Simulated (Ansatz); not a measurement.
# SeS: the cost of one run

Method: DFT PBE, scalar-relativistic, plane waves, PAW, in Ansatz 0.2.0.

2 further runs of the same task are left out: 1 that didn't finish, 1 set aside as unsound or not needed.

### Step 1. Starting point

It takes space group P3m1 (No. 156, trigonal). The conventional cell has a = 3.491 Å, b = 3.491 Å, c = 16.000 Å, α = 90.00°, β = 90.00°, γ = 120.00°. Around Se (site symmetry 3m) lie 3 S at 2.39 Å. Around S (site symmetry 3m) lie 3 Se at 2.39 Å.

Coordinates:

```cif
data_structure
_symmetry_space_group_name_H-M 'P3m1'
_symmetry_Int_Tables_number 156
_cell_length_a 3.4906
_cell_length_b 3.4906
_cell_length_c 16.0000
_cell_angle_alpha 90.000
_cell_angle_beta 90.000
_cell_angle_gamma 120.000
_cell_volume 168.83
loop_
_atom_site_label
_atom_site_type_symbol
_atom_site_symmetry_multiplicity
_atom_site_Wyckoff_symbol
_atom_site_fract_x
_atom_site_fract_y
_atom_site_fract_z
_atom_site_occupancy
Se1 Se 1 a 0.00000 0.00000 0.54041 1
S1 S 1 c 0.66667 0.33333 0.45959 1
```

The cell is invented: Janus sheet modelled on a layer of P. Lengths come from tabulated atomic sizes and are only a guess.

Only a and b are periodic; c spans vacuum, so the box's volume, pressure and space group aren't properties of the sheet.

### Step 2. Probe: one point on a coarse mesh

File input.yaml:

```yaml
crystal:
  lattice:
    - [3.49061866, 0.0, 0.0]
    - [-1.74530933, 3.02296506, 0.0]
    - [0.0, 0.0, 16.0]
  atoms:
    - { symbol: Se, position: [0.66666667, 0.33333333, 0.54041394] }
    - { symbol: S, position: [0.33333333, 0.66666667, 0.45958606] }
  periodic: [true, true, false]
basis:
  ecutwfc: 420
kpoints:
  mp_grid: { grid: [6, 6, 1] }
hamiltonian:
  xc: pbe
scf:
  occupations: { method: gaussian, width: 0.1 }
  lower_state_search: "off"
output:
  forces: true
  stress: true
  eigenvalues: true
```

Launch:

```sh
> ansatz run input.yaml --threads 1 --pin off --max-ram 2048MiB --backend cpu --events-out ev --progress --plain --runs-dir out
```

What time and memory should one allow on 1 thread of Arm Neoverse V1, shared host?

About 3.1 s, with a peak of 0.37 GiB.
